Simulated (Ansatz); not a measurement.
# Alloy of Si and Sn (13 of 216 Si sites exchanged), 216 atoms

Aim: relax the alloy cell and compare the gap by PBEsol.

Program: Ansatz 0.2.0, PAW, plane waves. These are calculated values, not measurements.

1 further run of the same task is left out (it didn't finish).

### Step 1. The system as built

216 atoms (203 Si, 13 Sn); a = 16.498 Å, b = 16.498 Å, c = 16.498 Å, α = 90.00°, β = 90.00°, γ = 90.00°. All atoms were shaken off their sites by about 0.02 Å along each axis.

The runs, in order: (2) PBEsol cell relaxation at the single k point (½, ½, ½), on 1 × NVIDIA GB200 with 8 threads of Arm Neoverse-V2.

### Step 2. Relaxing cell and atoms with PBEsol

in.yaml

```yaml
crystal:
  lattice:
    - [16.497577, 0.000000, 0.000000]
    - [0.000000, 16.497577, 0.000000]
    - [0.000000, 0.000000, 16.497577]
  atoms:
    - { symbol: Si, position: [0.001225, 0.000020, 0.997093] }
    - { symbol: Si, position: [0.000450, 0.001431, 0.332583] }
    - { symbol: Si, position: [0.002248, 0.000618, 0.665581] }
    - { symbol: Si, position: [0.996941, 0.333655, 0.999359] }
    - { symbol: Si, position: [0.999368, 0.334018, 0.332311] }
    - { symbol: Si, position: [0.001599, 0.333150, 0.666132] }
    - { symbol: Si, position: [0.000908, 0.665981, 0.000777] }
    - { symbol: Si, position: [0.998478, 0.666246, 0.335814] }
    - { symbol: Si, position: [0.999837, 0.667011, 0.667418] }
    - { symbol: Si, position: [0.332685, 0.999947, 0.999010] }
    - { symbol: Si, position: [0.333559, 0.000132, 0.333204] }
    - { symbol: Si, position: [0.335276, 0.000869, 0.667204] }
    - { symbol: Si, position: [0.334331, 0.332253, 0.998239] }
    - { symbol: Si, position: [0.333423, 0.331798, 0.332606] }
    - { symbol: Si, position: [0.332455, 0.332839, 0.669445] }
    - { symbol: Si, position: [0.332495, 0.664593, 0.999489] }
    - { symbol: Si, position: [0.334256, 0.667828, 0.332989] }
    - { symbol: Si, position: [0.332761, 0.667400, 0.666014] }
    - { symbol: Si, position: [0.666656, 0.999062, 0.999080] }
    - { symbol: Si, position: [0.667723, 0.999827, 0.331070] }
    - { symbol: Si, position: [0.667204, 0.999419, 0.666831] }
    - { symbol: Si, position: [0.665578, 0.334123, 0.999229] }
    - { symbol: Si, position: [0.666263, 0.332391, 0.331841] }
    - { symbol: Si, position: [0.665518, 0.335139, 0.667274] }
    - { symbol: Si, position: [0.666260, 0.666120, 0.000278] }
    - { symbol: Si, position: [0.669409, 0.667529, 0.331626] }
    - { symbol: Si, position: [0.666208, 0.664744, 0.667354] }
    - { symbol: Si, position: [0.082954, 0.083577, 0.081979] }
    - { symbol: Si, position: [0.083227, 0.083163, 0.416883] }
    - { symbol: Si, position: [0.083801, 0.083457, 0.750499] }
    - { symbol: Si, position: [0.084007, 0.414987, 0.084980] }
    - { symbol: Si, position: [0.082237, 0.418363, 0.414470] }
    - { symbol: Si, position: [0.083646, 0.416893, 0.749018] }
    - { symbol: Si, position: [0.083541, 0.750383, 0.083092] }
    - { symbol: Si, position: [0.083504, 0.751574, 0.417914] }
    - { symbol: Si, position: [0.083987, 0.751212, 0.751267] }
    - { symbol: Si, position: [0.418303, 0.082735, 0.084872] }
    - { symbol: Si, position: [0.415893, 0.084425, 0.414978] }
    - { symbol: Si, position: [0.417088, 0.084685, 0.751742] }
    - { symbol: Si, position: [0.416505, 0.414666, 0.082637] }
    - { symbol: Si, position: [0.416546, 0.416501, 0.749536] }
    - { symbol: Si, position: [0.416814, 0.747133, 0.083652] }
    - { symbol: Si, position: [0.419170, 0.748163, 0.417127] }
    - { symbol: Si, position: [0.416250, 0.751134, 0.748711] }
    - { symbol: Si, position: [0.750057, 0.085733, 0.417963] }
    - { symbol: Si, position: [0.749268, 0.081577, 0.748688] }
    - { symbol: Si, position: [0.750537, 0.414290, 0.083895] }
    - { symbol: Si, position: [0.752211, 0.418007, 0.416458] }
    - { symbol: Si, position: [0.748366, 0.419082, 0.747941] }
    - { symbol: Si, position: [0.750333, 0.751239, 0.084342] }
    - { symbol: Si, position: [0.750697, 0.748818, 0.418060] }
    - { symbol: Si, position: [0.749592, 0.748379, 0.747360] }
    - { symbol: Si, position: [0.166639, 0.165016, 0.999814] }
    - { symbol: Si, position: [0.165918, 0.166180, 0.332856] }
    - { symbol: Si, position: [0.168941, 0.167176, 0.665492] }
    - { symbol: Si, position: [0.170195, 0.500451, 0.999233] }
    - { symbol: Si, position: [0.166473, 0.499100, 0.333404] }
    - { symbol: Si, position: [0.167077, 0.499477, 0.666246] }
    - { symbol: Si, position: [0.167029, 0.832913, 0.998370] }
    - { symbol: Si, position: [0.166871, 0.835404, 0.331459] }
    - { symbol: Si, position: [0.168646, 0.834741, 0.665806] }
    - { symbol: Si, position: [0.500106, 0.166232, 0.999894] }
    - { symbol: Si, position: [0.498486, 0.168271, 0.333991] }
    - { symbol: Si, position: [0.499205, 0.166295, 0.668280] }
    - { symbol: Si, position: [0.500782, 0.500723, 0.999531] }
    - { symbol: Si, position: [0.500077, 0.501035, 0.333727] }
    - { symbol: Si, position: [0.499155, 0.497782, 0.668135] }
    - { symbol: Si, position: [0.501297, 0.833622, 0.996925] }
    - { symbol: Si, position: [0.501277, 0.833282, 0.333068] }
    - { symbol: Si, position: [0.498564, 0.832946, 0.667722] }
    - { symbol: Si, position: [0.833065, 0.166061, 0.002215] }
    - { symbol: Si, position: [0.834195, 0.165266, 0.332548] }
    - { symbol: Si, position: [0.834002, 0.166342, 0.666962] }
    - { symbol: Si, position: [0.833928, 0.499791, 0.001420] }
    - { symbol: Si, position: [0.833240, 0.502214, 0.334634] }
    - { symbol: Si, position: [0.832691, 0.500969, 0.666793] }
    - { symbol: Si, position: [0.834314, 0.833406, 0.001148] }
    - { symbol: Si, position: [0.831908, 0.833118, 0.665989] }
    - { symbol: Si, position: [0.249255, 0.249665, 0.084638] }
    - { symbol: Si, position: [0.249393, 0.250038, 0.418068] }
    - { symbol: Si, position: [0.248692, 0.249018, 0.749350] }
    - { symbol: Si, position: [0.249968, 0.583591, 0.081872] }
    - { symbol: Si, position: [0.248001, 0.583749, 0.414972] }
    - { symbol: Si, position: [0.249518, 0.583262, 0.750299] }
    - { symbol: Si, position: [0.250487, 0.918757, 0.084035] }
    - { symbol: Si, position: [0.250838, 0.918011, 0.417326] }
    - { symbol: Si, position: [0.249326, 0.916444, 0.750576] }
    - { symbol: Si, position: [0.582747, 0.249946, 0.083395] }
    - { symbol: Si, position: [0.582473, 0.249697, 0.417869] }
    - { symbol: Si, position: [0.581978, 0.250098, 0.747358] }
    - { symbol: Si, position: [0.583519, 0.585093, 0.084365] }
    - { symbol: Si, position: [0.583461, 0.584194, 0.417433] }
    - { symbol: Si, position: [0.582713, 0.582816, 0.748325] }
    - { symbol: Si, position: [0.584207, 0.916716, 0.082606] }
    - { symbol: Si, position: [0.585085, 0.916331, 0.417032] }
    - { symbol: Si, position: [0.582990, 0.919133, 0.748976] }
    - { symbol: Si, position: [0.915695, 0.249230, 0.082535] }
    - { symbol: Si, position: [0.916342, 0.248077, 0.416738] }
    - { symbol: Si, position: [0.916061, 0.249095, 0.752043] }
    - { symbol: Si, position: [0.914841, 0.582899, 0.082139] }
    - { symbol: Si, position: [0.915629, 0.584816, 0.416672] }
    - { symbol: Si, position: [0.914393, 0.585361, 0.748775] }
    - { symbol: Si, position: [0.914964, 0.917262, 0.084597] }
    - { symbol: Si, position: [0.916324, 0.916645, 0.415983] }
    - { symbol: Si, position: [0.915879, 0.916841, 0.748790] }
    - { symbol: Si, position: [0.166031, 0.999298, 0.167757] }
    - { symbol: Si, position: [0.165451, 0.999676, 0.501185] }
    - { symbol: Si, position: [0.165797, 0.999519, 0.833762] }
    - { symbol: Si, position: [0.167538, 0.331195, 0.165954] }
    - { symbol: Si, position: [0.166742, 0.332562, 0.497705] }
    - { symbol: Si, position: [0.168885, 0.330386, 0.832402] }
    - { symbol: Si, position: [0.168517, 0.665791, 0.165216] }
    - { symbol: Si, position: [0.165690, 0.666450, 0.497939] }
    - { symbol: Si, position: [0.500686, 0.999844, 0.167826] }
    - { symbol: Si, position: [0.498524, 0.998624, 0.498601] }
    - { symbol: Si, position: [0.499424, 0.999593, 0.832757] }
    - { symbol: Si, position: [0.499010, 0.333261, 0.167238] }
    - { symbol: Si, position: [0.500274, 0.335202, 0.501189] }
    - { symbol: Si, position: [0.499304, 0.333730, 0.832972] }
    - { symbol: Si, position: [0.498780, 0.668830, 0.167192] }
    - { symbol: Si, position: [0.499238, 0.664172, 0.501398] }
    - { symbol: Si, position: [0.501075, 0.667395, 0.834232] }
    - { symbol: Si, position: [0.833199, 0.000792, 0.165730] }
    - { symbol: Si, position: [0.832579, 0.000694, 0.832715] }
    - { symbol: Si, position: [0.831860, 0.334463, 0.166609] }
    - { symbol: Si, position: [0.832359, 0.335603, 0.498674] }
    - { symbol: Si, position: [0.834394, 0.332339, 0.831034] }
    - { symbol: Si, position: [0.834690, 0.667000, 0.166225] }
    - { symbol: Si, position: [0.832227, 0.667196, 0.497953] }
    - { symbol: Si, position: [0.833971, 0.666599, 0.838363] }
    - { symbol: Si, position: [0.251411, 0.084301, 0.250402] }
    - { symbol: Si, position: [0.250539, 0.083939, 0.581833] }
    - { symbol: Si, position: [0.251412, 0.085521, 0.919367] }
    - { symbol: Si, position: [0.248957, 0.415910, 0.250918] }
    - { symbol: Si, position: [0.248783, 0.416057, 0.582336] }
    - { symbol: Si, position: [0.249668, 0.416788, 0.915734] }
    - { symbol: Si, position: [0.249282, 0.749962, 0.583640] }
    - { symbol: Si, position: [0.248228, 0.751278, 0.915907] }
    - { symbol: Si, position: [0.586341, 0.082289, 0.251236] }
    - { symbol: Si, position: [0.582943, 0.081056, 0.582208] }
    - { symbol: Si, position: [0.584194, 0.083977, 0.915793] }
    - { symbol: Si, position: [0.582328, 0.417713, 0.249519] }
    - { symbol: Si, position: [0.582137, 0.417728, 0.583952] }
    - { symbol: Si, position: [0.583650, 0.417767, 0.917278] }
    - { symbol: Si, position: [0.587171, 0.747794, 0.251476] }
    - { symbol: Si, position: [0.585171, 0.750358, 0.915861] }
    - { symbol: Si, position: [0.916203, 0.082389, 0.250823] }
    - { symbol: Si, position: [0.917396, 0.082431, 0.581873] }
    - { symbol: Si, position: [0.915895, 0.083523, 0.916055] }
    - { symbol: Si, position: [0.917002, 0.417314, 0.249168] }
    - { symbol: Si, position: [0.913699, 0.415191, 0.583907] }
    - { symbol: Si, position: [0.916253, 0.417691, 0.913889] }
    - { symbol: Si, position: [0.917091, 0.750614, 0.582428] }
    - { symbol: Si, position: [0.915573, 0.748862, 0.916594] }
    - { symbol: Si, position: [0.999244, 0.167381, 0.498788] }
    - { symbol: Si, position: [0.000737, 0.165002, 0.833135] }
    - { symbol: Si, position: [0.001865, 0.500733, 0.166542] }
    - { symbol: Si, position: [0.000521, 0.500934, 0.501593] }
    - { symbol: Si, position: [0.999182, 0.500270, 0.831716] }
    - { symbol: Si, position: [0.000222, 0.833576, 0.165061] }
    - { symbol: Si, position: [0.999283, 0.833542, 0.498629] }
    - { symbol: Si, position: [0.997709, 0.833646, 0.833100] }
    - { symbol: Si, position: [0.333188, 0.167717, 0.167039] }
    - { symbol: Si, position: [0.333542, 0.165943, 0.498254] }
    - { symbol: Si, position: [0.333372, 0.167397, 0.833564] }
    - { symbol: Si, position: [0.333833, 0.498034, 0.165228] }
    - { symbol: Si, position: [0.332419, 0.499820, 0.501093] }
    - { symbol: Si, position: [0.335172, 0.500588, 0.831845] }
    - { symbol: Si, position: [0.333936, 0.834995, 0.165270] }
    - { symbol: Si, position: [0.333772, 0.832381, 0.499087] }
    - { symbol: Si, position: [0.333040, 0.834615, 0.833216] }
    - { symbol: Si, position: [0.667901, 0.166903, 0.166777] }
    - { symbol: Si, position: [0.666006, 0.167410, 0.500696] }
    - { symbol: Si, position: [0.668592, 0.165250, 0.833275] }
    - { symbol: Si, position: [0.664793, 0.499916, 0.164779] }
    - { symbol: Si, position: [0.666970, 0.499503, 0.498797] }
    - { symbol: Si, position: [0.667950, 0.501008, 0.834377] }
    - { symbol: Si, position: [0.670159, 0.832956, 0.166075] }
    - { symbol: Si, position: [0.666681, 0.834065, 0.833671] }
    - { symbol: Si, position: [0.082793, 0.251070, 0.251130] }
    - { symbol: Si, position: [0.084871, 0.251355, 0.916458] }
    - { symbol: Si, position: [0.084140, 0.582780, 0.249292] }
    - { symbol: Si, position: [0.082314, 0.582964, 0.583312] }
    - { symbol: Si, position: [0.083525, 0.580628, 0.916182] }
    - { symbol: Si, position: [0.084962, 0.916882, 0.250131] }
    - { symbol: Si, position: [0.084417, 0.915798, 0.584566] }
    - { symbol: Si, position: [0.083408, 0.915728, 0.916051] }
    - { symbol: Si, position: [0.416519, 0.251590, 0.248417] }
    - { symbol: Si, position: [0.418256, 0.250405, 0.583771] }
    - { symbol: Si, position: [0.415326, 0.248906, 0.916712] }
    - { symbol: Si, position: [0.416556, 0.583010, 0.250891] }
    - { symbol: Si, position: [0.415990, 0.583489, 0.583842] }
    - { symbol: Si, position: [0.419514, 0.583383, 0.915095] }
    - { symbol: Si, position: [0.416644, 0.915138, 0.248760] }
    - { symbol: Si, position: [0.417736, 0.916775, 0.584382] }
    - { symbol: Si, position: [0.419308, 0.917537, 0.918353] }
    - { symbol: Si, position: [0.752084, 0.248286, 0.249725] }
    - { symbol: Si, position: [0.747717, 0.250724, 0.583772] }
    - { symbol: Si, position: [0.750209, 0.249483, 0.918301] }
    - { symbol: Si, position: [0.750916, 0.582867, 0.918559] }
    - { symbol: Si, position: [0.749645, 0.914387, 0.249538] }
    - { symbol: Si, position: [0.750284, 0.917443, 0.584523] }
    - { symbol: Si, position: [0.750378, 0.916271, 0.918966] }
    - { symbol: Sn, position: [0.414655, 0.415385, 0.416454] }
    - { symbol: Sn, position: [0.750355, 0.083306, 0.083938] }
    - { symbol: Sn, position: [0.832865, 0.833298, 0.331044] }
    - { symbol: Sn, position: [0.168467, 0.668032, 0.834427] }
    - { symbol: Sn, position: [0.832814, 0.999381, 0.499955] }
    - { symbol: Sn, position: [0.251383, 0.750138, 0.248062] }
    - { symbol: Sn, position: [0.583564, 0.748136, 0.584434] }
    - { symbol: Sn, position: [0.915198, 0.749599, 0.248183] }
    - { symbol: Sn, position: [0.000709, 0.167619, 0.166646] }
    - { symbol: Sn, position: [0.666570, 0.833654, 0.500292] }
    - { symbol: Sn, position: [0.082742, 0.250084, 0.582211] }
    - { symbol: Sn, position: [0.751838, 0.584652, 0.249007] }
    - { symbol: Sn, position: [0.749702, 0.582503, 0.582730] }
kpoints:
  mp_grid: { grid: [1, 1, 1], shift: [0.5, 0.5, 0.5] }
hamiltonian:
  xc: pbesol
scf:
  occupations: { method: fermi_dirac, width: 0.01 }
relax:
  f_tol: 0.03
  max_steps: 80
  escape_saddle: false
  adjacent_minimum: "off"
  cell: { fix: [shape] }
output:
  forces: true
  eigenvalues: true
  populations: true
```

The run is started by

```console
$ ansatz run in.yaml --threads 8 --pin off --max-ram 118750MiB --runs-dir r --events-out ev --progress --plain --backend cuda --devices 0, --max-vram 170GiB
```

**Question.** What will these runs give? Wanted: for each run, top filled to lowest empty.

**Answer**, as computed:

| level | time | top filled to lowest empty (eV) |
| --- | --- | --- |
| PBEsol, relaxation | 9.6 s (GPU) | 0.90 |

```
     quantity                                                                         value
   relaxation                                             5 recorded steps, 10.74 eV gained
largest shift                                                                0.26 Å (Sn211)
 relaxed cell  a = 16.490 Å, b = 16.490 Å, c = 16.490 Å, α = 90.00°, β = 90.00°, γ = 90.00°
   mean bonds                                       Si–Si 2.361, Si–Sn 2.537, Sn–Sn 2.695 Å
```

**In words.** Relaxation gains 10.74 eV, with shifts up to 0.26 Å (Sn211), while the volume changes by -0.1 %. The mean lengths of the listed bonds run from Si–Si 2.36 Å to Sn–Sn 2.69 Å. No spin–orbit coupling is included; with elements this heavy it would shift the edges. With one k point the spacing samples only the states that fold onto it, so it can exceed the gap over the zone.
